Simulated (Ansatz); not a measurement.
# C₂H₉NSi: up Jacob's ladder to CCSD(T)

One table from this session's results is given with a row withheld; the runs are named, their logs left out.

Computed with Ansatz 0.2.0, Gaussian basis. Level: functionals in def2-TZVPP, the program's frozen cores in correlated methods.

The runs, in order: LDA (SPW92), PBE-D4, revPBE-D4, BLYP-D4, r2SCAN-D4, B97M-V, PBE0-D4, B3LYP-D4, r2SCANh-D4, r2SCAN0-D4, HSE06-D4, BHLYP-D4, CAM-B3LYP-D4, LC-ωPBE, ωB97X-V, ωB97M-V, B2PLYP, PBE-QIDH; CCSD(T)/def2-SVP; CCSD(T)/def2-TZVPP; MP2/def2-QZVPP; extrapolation to the limit; RPA on PBE.

## Structure used throughout

An earlier PBE0-D4 in a triple-zeta def2 set relaxation fixed the geometry.

SMILES `CC[SiH2]N`, 13 atoms, charge 0, spin multiplicity 1.

Atoms are counted from 1 here; the program's logs count them from 0.

Bond lengths: C1–C2 1.526 Å, C1–H5 1.093 Å, C1–H6 1.093 Å, C1–H7 1.093 Å, C2–Si3 1.871 Å, C2–H8 1.095 Å, C2–H9 1.097 Å, Si3–N4 1.724 Å, Si3–H10 1.498 Å, Si3–H11 1.490 Å, N4–H12 1.008 Å, N4–H13 1.007 Å. Angles: C2–C1–H5 111.4°, C2–C1–H6 111.7°, C2–C1–H7 111.5°, H5–C1–H6 107.4°, H5–C1–H7 107.2°, H6–C1–H7 107.5°, C1–C2–Si3 113.2°, C1–C2–H8 110.9°, C1–C2–H9 110.2°, Si3–C2–H8 108.1°, Si3–C2–H9 108.2°, H8–C2–H9 106.0°, C2–Si3–N4 110.3°, C2–Si3–H10 107.4°, C2–Si3–H11 111.3°, N4–Si3–H10 114.7°, N4–Si3–H11 106.2°, H10–Si3–H11 107.0° and more.

Set-up of the first run:

Input file in.yaml:

```yaml
crystal:
  periodic: [false, false, false]
  atoms:
    - {symbol: C, position_ang: [-1.322229, 1.330385, -0.520874]}
    - {symbol: C, position_ang: [-0.660039, 0.345609, 0.438443]}
    - {symbol: Si, position_ang: [0.768147, -0.585501, -0.331811]}
    - {symbol: N, position_ang: [1.481648, -1.646206, 0.824302]}
    - {symbol: H, position_ang: [-1.733547, 0.819424, -1.395690]}
    - {symbol: H, position_ang: [-2.143220, 1.870690, -0.042990]}
    - {symbol: H, position_ang: [-0.608909, 2.074000, -0.886144]}
    - {symbol: H, position_ang: [-1.385229, -0.387199, 0.806955]}
    - {symbol: H, position_ang: [-0.287041, 0.873738, 1.324314]}
    - {symbol: H, position_ang: [1.703703, 0.431085, -0.911502]}
    - {symbol: H, position_ang: [0.307877, -1.446852, -1.456757]}
    - {symbol: H, position_ang: [1.890447, -1.272924, 1.666352]}
    - {symbol: H, position_ang: [2.008793, -2.440948, 0.500204]}
basis:
  gaussian: {orbitals: def2-TZVPP}
hamiltonian: {xc: lda}
output: {orbitals: {seedname: orbitals}}
```

Steps of the session up to this table: LDA; PBE-D4 (GGA); revPBE-D4 (GGA); BLYP-D4 (GGA); r2SCAN-D4 (meta-GGA); B97M-V (meta-GGA); PBE0-D4 (hybrid); B3LYP-D4 (hybrid); r2SCANh-D4 (hybrid); r2SCAN0-D4 (hybrid); HSE06-D4 (hybrid); BHLYP-D4 (hybrid); CAM-B3LYP-D4 (range-separated); LC-ωPBE-D4 (range-separated; the results give it without D4); ωB97X-V (range-separated); ωB97M-V (range-separated); B2PLYP (double hybrid); PBE-QIDH (double hybrid).

One table of the session follows, with a row left open; its other results are not shown here.

It belongs to the step «Orbital energies across the functionals». 

| functional | HOMO (eV) | LUMO (eV) | gap (eV) |
| --- | --- | --- | --- |
| LDA (SPW92) | -5.93 | -0.36 | 5.57 |
| PBE-D4 | -5.81 | -0.17 | 5.64 |
| revPBE-D4 | -5.76 | -0.08 | 5.68 |
| BLYP-D4 | -5.70 | -0.13 | 5.57 |
| r2SCAN-D4 | -6.11 | 0.40 | 6.51 |
| B97M-V | -6.25 | 0.00 | 6.25 |
| PBE0-D4 | -7.21 | 0.66 | 7.87 |
| B3LYP-D4 | -6.99 | 0.36 | 7.35 |
| r2SCANh-D4 | -6.64 | 0.65 | 7.29 |
| r2SCAN0-D4 | -7.42 | 1.02 | 8.44 |
| HSE06-D4 | -6.80 | 0.29 | 7.09 |
| BHLYP-D4 | -8.55 | 1.34 | 9.88 |
| CAM-B3LYP-D4 | -8.64 | 1.49 | 10.13 |
| LC-ωPBE | -10.02 | 2.76 | 12.78 |
| ωB97X-V | -9.67 | 2.55 | 12.22 |
| ωB97M-V | ? | ? | ? |

Q: Estimate the row for ωB97M-V from the others.

The run gave: HOMO (eV): -9.56; LUMO (eV): 2.14; gap (eV): 11.70. In the column «HOMO (eV)» it lies between ωB97X-V (-9.67) and CAM-B3LYP-D4 (-8.64).
